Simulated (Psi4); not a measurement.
# C2H3BF (SMILES [H]/[C]=C\BF) at UBLYP/aug-cc-pVDZ

What is the vertical doublet–quartet gap of C2H3BF at UBLYP/aug-cc-pVDZ? Input form: a QCSchema input.

The calculation is run with Psi4 1.11.

2 further runs of the same task are left out: 2 set aside as unsound or not needed.

### 1 The system as given

The species is C2H3BF (7 atoms), meant as a doublet with charge 0. SMILES: `[H]/[C]=C\BF`. Geometry: relaxed at GFN2-xTB.

Bond lengths: C1–C2 1.304 Å, C2–B3 1.562 Å, B3–F4 1.315 Å, C1–H5 1.069 Å, C2–H6 1.086 Å, B3–H7 1.173 Å. Angles: C1–C2–B3 124.4°, C2–B3–F4 119.5°, C1–C2–H6 119.3°, B3–C2–H6 116.4°, C2–C1–H5 134.9°, C2–B3–H7 123.4°, F4–B3–H7 117.1°.

### 2 Energy and forces at UBLYP/aug-cc-pVDZ

job.json reads:

```json
{
 "schema_name": "qcschema_input",
 "schema_version": 1,
 "molecule": {
  "schema_name": "qcschema_molecule",
  "schema_version": 2,
  "symbols": ["C", "C", "B", "F", "H", "H", "H"],
  "geometry": [-2.00059636, 2.05570077, -0.32183926, -0.04178184, 1.04938381, 0.78332927, 1.19676355, -1.50511017, -0.02158067, 0.23328669, -2.78944363, -1.91826099, -3.18751444, 1.53602609, -1.87218947, 0.82259778, 2.02034399, 2.37064253, 2.97724461, -2.36688197, 0.97987969],
  "molecular_charge": 0,
  "molecular_multiplicity": 2,
  "fix_symmetry": "c1",
  "fix_com": true,
  "fix_orientation": true
 },
 "driver": "gradient",
 "model": {
  "method": "blyp",
  "basis": "aug-cc-pVDZ"
 },
 "keywords": {
  "reference": "uks",
  "puream": true,
  "e_convergence": 1e-09,
  "d_convergence": 1e-08,
  "scf_type": "pk",
  "dft_radial_points": 99,
  "dft_spherical_points": 590,
  "maxiter": 200,
  "scf_properties": ["WIBERG_LOWDIN_INDICES", "MULLIKEN_CHARGES", "MAYER_INDICES"]
 }
}
```

The run is started by

```console
psi4 --qcschema job.json -n 1 --memory 1600MB
```

stdout (excerpt; [...] marks lines left out):

```text
[...]
                   'protocols': {'error_correction': {'default_policy': True, 'policies': None},
                                 'native_files': 'none',
[...]
  Running in c1 symmetry.
[...]
  Nuclear repulsion =   91.471309088327374
[...]
  Multiplicity = 2
[...]
  Nalpha       = 15
  Nbeta        = 14
[...]
    Number of basis functions: 119
[...]
   @UKS iter   1:  -202.20559904365891   -3.05702e-01   7.15615e-03 DIIS/ADIIS
[...]
   @UKS iter  14:  -202.61788753875234   -7.67386e-13   2.95097e-09 DIIS
[...]
   @S^2 Observed:                7.559664604E-01
[...]
    Orbital Energies [Eh]
    ---------------------
    Alpha Occupied:
       1A    -24.330179     2A     -9.968429     3A     -9.928448
       4A     -6.601268     5A     -1.121195     6A     -0.709398
       7A     -0.535990     8A     -0.496140     9A     -0.427314
      10A     -0.423323    11A     -0.407107    12A     -0.374350
      13A     -0.305071    14A     -0.274526    15A     -0.197787
    Alpha Virtual:
      16A     -0.102670    17A     -0.011885    18A     -0.001017
      19A      0.005330    20A      0.013770    21A      0.028901
      22A      0.039872    23A      0.045427    24A      0.054759
      25A      0.073847    26A      0.076393    27A      0.091214
[...]
  @UKS Final Energy:  -202.61788753875234
   => Energetics <=
    Nuclear Repulsion Energy =             91.4713090883273736
    One-Electron Energy =                -457.2645489722211778
    Two-Electron Energy =                 189.5704315905172734
    DFT Exchange-Correlation Energy =     -26.3950792453757970
    Empirical Dispersion Energy =           0.0000000000000000
    VV10 Nonlocal Energy =                  0.0000000000000000
    Total Energy =                       -202.6178875387523419
[...]
 Multipole Moments:
 ------------------------------------------------------------------------------------
     Multipole            Electronic (a.u.)      Nuclear  (a.u.)        Total (a.u.)
 ------------------------------------------------------------------------------------
 L = 1.  Multiply by 2.5417464519 to convert [e a0] to [Debye]
 Dipole X            :          3.5785647           -3.5585433            0.0200214
 Dipole Y            :         12.9422638          -12.8105479            0.1317159
 Dipole Z            :         13.2445631          -13.1249794            0.1195836
 Magnitude           :                                                    0.1790257
[...]
  Mulliken Charges: (a.u.)
   Center  Symbol    Alpha    Beta     Spin     Total
       1     C     3.35684  2.34679  1.01005  0.29637
       2     C     2.45358  2.61855 -0.16497  0.92788
       3     B     2.77851  2.70159  0.07692 -0.48010
       4     F     4.67364  4.67378 -0.00014 -0.34742
       5     H     0.85351  0.84117  0.01234 -0.69468
       6     H     0.81759  0.76407  0.05352 -0.58166
       7     H     0.06634  0.05405  0.01229  0.87961
   Total alpha = 15.00000, Total beta = 14.00000, Total charge = -0.00000
  Mayer Bond Indices:
[...]
  -Total Gradient:
     Atom            X                  Y                   Z
    ------   -----------------  -----------------  -----------------
       1        0.013527044497    -0.014168232059     0.001989717223
       2       -0.020222353414     0.012195938399    -0.010099349516
       3        0.000468246106    -0.019868234330    -0.014636348971
       4        0.013430204041     0.019254769156     0.027425621272
       5        0.013009205431     0.003481628432     0.015246984944
       6       -0.006278195983    -0.006439933526    -0.011011942779
       7       -0.013922711818     0.005560257705    -0.008896029215
[...]
```

The result, in JSON:

```text
{
 "driver": "gradient",
 "model": {
  "method": "blyp",
  "basis": "aug-cc-pVDZ"
 },
 "success": true,
 "return_result": [0.01352704449676366, -0.01416823205946216, 0.001989717222899555, -0.020222353414144995, 0.012195938398541162, -0.010099349516373271, 0.00046824610635547853, -0.019868234330169043, -0.014636348971024449, 0.013430204040713323, 0.01925476915586856, 0.027425621271639222, 0.013009205431090076, 0.0034816284323186397, 0.015246984944295217, -0.006278195983182425, -0.006439933526234148, -0.011011942779399528, -0.013922711817714761, 0.005560257705222546, -0.008896029215359591],
 "properties": {
  "calcinfo_nbasis": 119,
  "calcinfo_nmo": 119,
  "calcinfo_nalpha": 15,
  "calcinfo_nbeta": 14,
  "calcinfo_natom": 7,
  "nuclear_repulsion_energy": 91.47130908832737,
  "return_energy": -202.61788753875234,
  "return_gradient": [0.01352704449676366, -0.01416823205946216, 0.001989717222899555, -0.020222353414144995, 0.012195938398541162, -0.010099349516373271, 0.00046824610635547853, -0.019868234330169043, -0.014636348971024449, 0.013430204040713323, 0.01925476915586856, 0.027425621271639222, 0.013009205431090076, 0.0034816284323186397, 0.015246984944295217, -0.006278195983182425, -0.006439933526234148, -0.011011942779399528, -0.013922711817714761, 0.005560257705222546, -0.008896029215359591],
  "scf_one_electron_energy": -457.2645489722212,
  "scf_two_electron_energy": 189.57043159051727,
  "scf_xc_energy": -26.395079245375797,
  "scf_dipole_moment": [0.02002142740018975, 0.1317159181148071, 0.11958364545945521],
  "scf_total_energy": -202.61788753875234,
  "scf_total_gradient": [0.01352704449676366, -0.01416823205946216, 0.001989717222899555, -0.020222353414144995, 0.012195938398541162, -0.010099349516373271, 0.00046824610635547853, -0.019868234330169043, -0.014636348971024449, 0.013430204040713323, 0.01925476915586856, 0.027425621271639222, 0.013009205431090076, 0.0034816284323186397, 0.015246984944295217, -0.006278195983182425, -0.006439933526234148, -0.011011942779399528, -0.013922711817714761, 0.005560257705222546, -0.008896029215359591],
  "scf_iterations": 14
 }
}
```

Run time: 74 s. Hardware: 1 thread of Intel Xeon Platinum 8375C at 2.90GHz (Ice Lake), shared host; peak memory 0.73 GiB.

### 3 The quartet at the same level

input.json reads:

```json
{
  "schema_name": "qcschema_input",
  "schema_version": 1,
  "molecule": {
    "schema_name": "qcschema_molecule",
    "schema_version": 2,
    "symbols": ["C", "C", "B", "F", "H", "H", "H"],
    "geometry": [-2.00059636, 2.05570077, -0.32183926, -0.04178184, 1.04938381, 0.78332927, 1.19676355, -1.50511017, -0.02158067, 0.23328669, -2.78944363, -1.91826099, -3.18751444, 1.53602609, -1.87218947, 0.82259778, 2.02034399, 2.37064253, 2.97724461, -2.36688197, 0.97987969],
    "molecular_charge": 0,
    "molecular_multiplicity": 4,
    "fix_symmetry": "c1",
    "fix_com": true,
    "fix_orientation": true
  },
  "driver": "gradient",
  "model": {
    "method": "blyp",
    "basis": "aug-cc-pVDZ"
  },
  "keywords": {
    "reference": "uks",
    "puream": true,
    "e_convergence": 1e-09,
    "d_convergence": 1e-08,
    "scf_type": "pk",
    "dft_radial_points": 99,
    "dft_spherical_points": 590,
    "maxiter": 200,
    "scf_properties": ["WIBERG_LOWDIN_INDICES", "MAYER_INDICES", "LOWDIN_CHARGES"]
  }
}
```

The run is started by

```console
psi4 --qcschema input.json -n 1 --memory 1600MB
```

stdout (excerpt; [...] marks lines left out):

```text
[...]
                   'protocols': {'error_correction': {'default_policy': True, 'policies': None},
                                 'native_files': 'none',
[...]
  Running in c1 symmetry.
[...]
  Nuclear repulsion =   91.471309088327374
[...]
  Multiplicity = 4
[...]
  Nalpha       = 16
  Nbeta        = 13
[...]
    Number of basis functions: 119
[...]
   @UKS iter   1:  -201.73038798402149    1.69510e-01   8.64514e-03 ADIIS/DIIS
[...]
   @UKS iter  14:  -202.47221597303209   -1.13403e-11   4.24921e-09 DIIS
[...]
   @S^2 Observed:                3.755009672E+00
[...]
  @UKS Final Energy:  -202.47221597303209
   => Energetics <=
    Nuclear Repulsion Energy =             91.4713090883273736
    One-Electron Energy =                -456.9430424884923241
    Two-Electron Energy =                 189.4363045511728956
    DFT Exchange-Correlation Energy =     -26.4367871240400270
    Empirical Dispersion Energy =           0.0000000000000000
    VV10 Nonlocal Energy =                  0.0000000000000000
    Total Energy =                       -202.4722159730320925
[...]
 Multipole Moments:
 ------------------------------------------------------------------------------------
     Multipole            Electronic (a.u.)      Nuclear  (a.u.)        Total (a.u.)
 ------------------------------------------------------------------------------------
 L = 1.  Multiply by 2.5417464519 to convert [e a0] to [Debye]
 Dipole X            :          3.3805374           -3.5585433           -0.1780059
 Dipole Y            :         13.3335815          -12.8105479            0.5230336
 Dipole Z            :         13.3574610          -13.1249794            0.2324815
 Magnitude           :                                                    0.5994146
[...]
  -Total Gradient:
     Atom            X                  Y                   Z
    ------   -----------------  -----------------  -----------------
       1        0.136678293724    -0.080436094697     0.068865470552
       2       -0.134898106093     0.081504562627    -0.066160481966
       3       -0.014605981171    -0.024677899599    -0.033084247761
       4        0.022785107917     0.021908227885     0.038456722839
       5        0.011432189223     0.002630621594     0.013056351247
       6       -0.007976128873    -0.004203103091    -0.010973266230
       7       -0.013403880204     0.003289803508    -0.010141920123
[...]
```

The result, in JSON:

```text
{
 "driver": "gradient",
 "model": {
  "method": "blyp",
  "basis": "aug-cc-pVDZ"
 },
 "success": true,
 "return_result": [0.13667829372441737, -0.08043609469701957, 0.06886547055224351, -0.13489810609323047, 0.08150456262713543, -0.06616048196575766, -0.014605981170883284, -0.02467789959852519, -0.0330842477614707, 0.02278510791683605, 0.021908227885387974, 0.0384567228385429, 0.011432189222650116, 0.0026306215944593148, 0.013056351247139525, -0.007976128873277144, -0.0042031030913835254, -0.010973266229748674, -0.013403880203810392, 0.003289803508426184, -0.01014192012278703],
 "properties": {
  "calcinfo_nbasis": 119,
  "calcinfo_nmo": 119,
  "calcinfo_nalpha": 16,
  "calcinfo_nbeta": 13,
  "calcinfo_natom": 7,
  "nuclear_repulsion_energy": 91.47130908832737,
  "return_energy": -202.4722159730321,
  "return_gradient": [0.13667829372441737, -0.08043609469701957, 0.06886547055224351, -0.13489810609323047, 0.08150456262713543, -0.06616048196575766, -0.014605981170883284, -0.02467789959852519, -0.0330842477614707, 0.02278510791683605, 0.021908227885387974, 0.0384567228385429, 0.011432189222650116, 0.0026306215944593148, 0.013056351247139525, -0.007976128873277144, -0.0042031030913835254, -0.010973266229748674, -0.013403880203810392, 0.003289803508426184, -0.01014192012278703],
  "scf_one_electron_energy": -456.9430424884923,
  "scf_two_electron_energy": 189.4363045511729,
  "scf_xc_energy": -26.436787124040027,
  "scf_dipole_moment": [-0.17800593657818675, 0.5230335958427137, 0.2324815262247757],
  "scf_total_energy": -202.4722159730321,
  "scf_total_gradient": [0.13667829372441737, -0.08043609469701957, 0.06886547055224351, -0.13489810609323047, 0.08150456262713543, -0.06616048196575766, -0.014605981170883284, -0.02467789959852519, -0.0330842477614707, 0.02278510791683605, 0.021908227885387974, 0.0384567228385429, 0.011432189222650116, 0.0026306215944593148, 0.013056351247139525, -0.007976128873277144, -0.0042031030913835254, -0.010973266229748674, -0.013403880203810392, 0.003289803508426184, -0.01014192012278703],
  "scf_iterations": 14
 }
}
```

It took 66 s on 1 thread of Intel Xeon Platinum 8375C at 2.90GHz (Ice Lake), shared host; peak memory 0.73 GiB.

### 4 Summary of results

At UBLYP/aug-cc-pVDZ:

| quantity | value |
| --- | --- |
| doublet: total energy | -202.61789 Eh |
| doublet: dipole moment | 0.46 D |
| doublet: HOMO energy (highest over α and β) | -5.38 eV |
| doublet: LUMO energy (lowest over α and β) | -3.47 eV |
| doublet: ⟨S²⟩ | 0.756 |
| doublet: largest force on an atom | 1.856 eV/Å |
| quartet: total energy | -202.47222 Eh |
| quartet: dipole moment | 1.52 D |
| quartet: HOMO energy (highest over α and β) | -3.66 eV |
| quartet: ⟨S²⟩ | 3.755 |
| quartet: largest force on an atom | 8.891 eV/Å |
| vertical energy of the quartet above the doublet | 3.964 eV |

What this shows: At this shape the quartet lies 3.96 eV (382 kJ/mol) above the doublet. The largest force (doublet) is 1.86 eV/Å: the shape isn't a stationary point for this species at this level.
